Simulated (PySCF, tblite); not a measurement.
# C₂H₆NSi radical: geometry, infrared bands and EPR parameters

Wanted: the infrared bands and EPR parameters of C₂H₆NSi radical (`[N]=CC[SiH3]`), by calculation.

The runs use tblite 0.8.0 and PySCF 2.14.0, with density-fitted response routines of our own; the level of theory stands in each step. All values are computed, except where a source is named. Atoms are numbered from 0 throughout.

## Step 1: The starting structure

10 atoms, charge 0, multiplicity 2; geometry from: force field or distance geometry start.

Bonds of the start (Å): N0–C1 1.47, C1–C2 1.49, C2–Si3 1.87, C1–H4 1.08, C2–H5 1.09, C2–H6 1.10, Si3–H7 1.48, Si3–H8 1.47, Si3–H9 1.49.

## Step 2: Optimising the geometry with GFN2-xTB

The job: settings as JSON, then the geometry in Å.

```
{"job": {"kind": "relax", "xc": "GFN2-xTB", "basis": "xTB"}, "charge": 0, "multiplicity": 2}
N      2.330800     0.213900     1.282900
C      1.511700     0.147000     0.060000
C      0.263400    -0.665200     0.044000
Si    -1.295000     0.356400    -0.149100
H      1.838000     0.685900    -0.822900
H      0.189600    -1.266200     0.949800
H      0.336600    -1.350500    -0.808200
H     -2.475400    -0.535900    -0.202600
H     -1.230400     1.145700    -1.389800
H     -1.460400     1.273600     1.013400
```

Started as:

```
$ OMP_NUM_THREADS=1 python probes_run.py task.json out
```

This one command runs all jobs of the session in turn.

**Question.** This job is followed by: GFN2-xTB harmonic vibrations, gas phase; UKS B3LYP, pcH-1 on C H N Si, non-relativistic, mean-field spin-orbit, GIAO. What will the session give for the following? strongest single infrared mode (GFN2-xTB); zero-point energy (GFN2-xTB); g(iso) (B3LYP); ⟨S²⟩; largest a(iso) (averaged by class); potential on the surface of density 0.002 e/bohr³, 1st and 99th percentile.

The runs gave:

| quantity | value |
| --- | --- |
| strongest single infrared mode (GFN2-xTB) | 785 cm⁻¹, 366 km/mol |
| zero-point energy (GFN2-xTB) | 42.5 kcal/mol |
| g(iso) (B3LYP) | 2.00289 |
| ⟨S²⟩ | 0.758 (exact 0.75) |
| largest a(iso) (averaged by class) | 1H on H4, 251.5 MHz |
| potential on the surface of density 0.002 e/bohr³, 1st and 99th percentile | -1.74 V and 1.32 V |

In words: The optimisation took 54 steps and gained 1.543 eV; among the close pairs (by a distance rule), N0–C1 changed most, from 1.473 to 1.220 Å. No mode is imaginary among the 24: a minimum at this level. The strongest single mode, at 785 cm⁻¹, moves mainly H8 and H7. Unscaled tight-binding wavenumbers are off by several per cent, some by more. Its intensities can rank the bands wrongly. Most of the unpaired spin sits on N0 (0.94 e). The isotropic g lies 0.6 ppt above the free-electron value. These values are for one conformer; the search (at its own cheap level) found 1 more, at 0.84 kcal/mol, and measured spectra average over such forms.
